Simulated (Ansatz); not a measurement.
# Ta: the cost of one run

Computed with Ansatz 0.2.0 (DFT LDA, scalar-relativistic, plane waves, PAW, unless a step's input says otherwise).

**1. The starting structure**

The structure is tetragonal, space group P-42_1m (No. 113). The conventional cell has a = 10.201 Å, b = 10.201 Å, c = 5.308 Å, α = 90.00°, β = 90.00°, γ = 90.00°. Around Ta (site symmetry 2mm) lie 12 Ta at 2.75 to 3.09 Å. Ta (site symmetry 1) is surrounded by 12 Ta at 2.75 to 3.16 Å. Ta (site symmetry 1) is surrounded by 6 Ta at 2.72 to 2.96 Å. Around Ta (site symmetry m) lie 15 Ta at 2.82 to 3.38 Å. Ta (site symmetry m) is surrounded by 7 Ta at 2.65 to 2.97 Å. Ta (site symmetry m) is surrounded by 7 Ta at 2.65 to 2.99 Å.

Coordinates:

```cif
data_structure
_symmetry_space_group_name_H-M 'P 1'
_symmetry_Int_Tables_number 1
_cell_length_a 10.2010
_cell_length_b 10.2010
_cell_length_c 5.3075
_cell_angle_alpha 90.000
_cell_angle_beta 90.000
_cell_angle_gamma 90.000
_cell_volume 552.30
loop_
_atom_site_label
_atom_site_type_symbol
_atom_site_fract_x
_atom_site_fract_y
_atom_site_fract_z
_atom_site_occupancy
Ta1 Ta 0.50000 0.00000 0.24700 1
Ta2 Ta 0.00000 0.50000 0.75300 1
Ta3 Ta 0.76110 0.06740 0.24630 1
Ta4 Ta 0.06740 0.23890 0.75370 1
Ta5 Ta 0.23890 0.93260 0.24630 1
Ta6 Ta 0.93260 0.76110 0.75370 1
Ta7 Ta 0.26110 0.43260 0.75370 1
Ta8 Ta 0.56740 0.26110 0.24630 1
Ta9 Ta 0.73890 0.56740 0.75370 1
Ta10 Ta 0.43260 0.73890 0.24630 1
Ta11 Ta 0.03430 0.12860 0.24150 1
Ta12 Ta 0.12860 0.96570 0.75850 1
Ta13 Ta 0.96570 0.87140 0.24150 1
Ta14 Ta 0.87140 0.03430 0.75850 1
Ta15 Ta 0.53430 0.37140 0.75850 1
Ta16 Ta 0.62860 0.53430 0.24150 1
Ta17 Ta 0.46570 0.62860 0.75850 1
Ta18 Ta 0.37140 0.46570 0.24150 1
Ta19 Ta 0.10430 0.39570 0.24500 1
Ta20 Ta 0.39570 0.89570 0.75500 1
Ta21 Ta 0.89570 0.60430 0.24500 1
Ta22 Ta 0.60430 0.10430 0.75500 1
Ta23 Ta 0.81863 0.31862 0.00000 1
Ta24 Ta 0.31862 0.18138 0.00000 1
Ta25 Ta 0.18138 0.68137 0.00000 1
Ta26 Ta 0.68137 0.81863 0.00000 1
Ta27 Ta 0.81863 0.31862 0.50000 1
Ta28 Ta 0.31862 0.18138 0.50000 1
Ta29 Ta 0.18138 0.68137 0.50000 1
Ta30 Ta 0.68137 0.81863 0.50000 1
```

The structure rests on an entry of the Crystallography Open Database; cell or positions may have been set otherwise for this series.

**2. Relaxing cell and atoms: Ta, no spin**

input.yaml

```yaml
crystal:
  lattice:
    - [10.201, 0.0, 0.0]
    - [0.0, 10.201, 0.0]
    - [0.0, 0.0, 5.3075]
  atoms:
    - { symbol: Ta, position: [0.5, 0.0, 0.247] }
    - { symbol: Ta, position: [0.0, 0.5, 0.753] }
    - { symbol: Ta, position: [0.7611, 0.0674, 0.2463] }
    - { symbol: Ta, position: [0.0674, 0.2389, 0.7537] }
    - { symbol: Ta, position: [0.2389, 0.9326, 0.2463] }
    - { symbol: Ta, position: [0.9326, 0.7611, 0.7537] }
    - { symbol: Ta, position: [0.2611, 0.4326, 0.7537] }
    - { symbol: Ta, position: [0.5674, 0.2611, 0.2463] }
    - { symbol: Ta, position: [0.7389, 0.5674, 0.7537] }
    - { symbol: Ta, position: [0.4326, 0.7389, 0.2463] }
    - { symbol: Ta, position: [0.0343, 0.1286, 0.2415] }
    - { symbol: Ta, position: [0.1286, 0.9657, 0.7585] }
    - { symbol: Ta, position: [0.9657, 0.8714, 0.2415] }
    - { symbol: Ta, position: [0.8714, 0.0343, 0.7585] }
    - { symbol: Ta, position: [0.5343, 0.3714, 0.7585] }
    - { symbol: Ta, position: [0.6286, 0.5343, 0.2415] }
    - { symbol: Ta, position: [0.4657, 0.6286, 0.7585] }
    - { symbol: Ta, position: [0.3714, 0.4657, 0.2415] }
    - { symbol: Ta, position: [0.1043, 0.3957, 0.245] }
    - { symbol: Ta, position: [0.3957, 0.8957, 0.755] }
    - { symbol: Ta, position: [0.8957, 0.6043, 0.245] }
    - { symbol: Ta, position: [0.6043, 0.1043, 0.755] }
    - { symbol: Ta, position: [0.818625, 0.318625, 0.0] }
    - { symbol: Ta, position: [0.318625, 0.181375, 0.0] }
    - { symbol: Ta, position: [0.181375, 0.681375, 0.0] }
    - { symbol: Ta, position: [0.681375, 0.818625, 0.0] }
    - { symbol: Ta, position: [0.818625, 0.318625, 0.5] }
    - { symbol: Ta, position: [0.318625, 0.181375, 0.5] }
    - { symbol: Ta, position: [0.181375, 0.681375, 0.5] }
    - { symbol: Ta, position: [0.681375, 0.818625, 0.5] }
scf:
  occupations: { method: gaussian, width: 0.2 }
output:
  forces: true
  stress: true
hamiltonian:
  xc: lda
kpoints:
  mp_grid: { grid: [3, 3, 6] }
relax:
  f_tol: 0.01
  cell: { stress_tol: 0.1 }
```

Command:

```bash
$ ansatz run input.yaml --threads 8 --pin off --max-ram 28672MiB --backend cpu --events-out ev --progress --plain --runs-dir out
```

What time and memory should one allow on 8 threads of Arm Neoverse N1, shared host?

About 4.7 min, with a peak of 4.8 GiB.
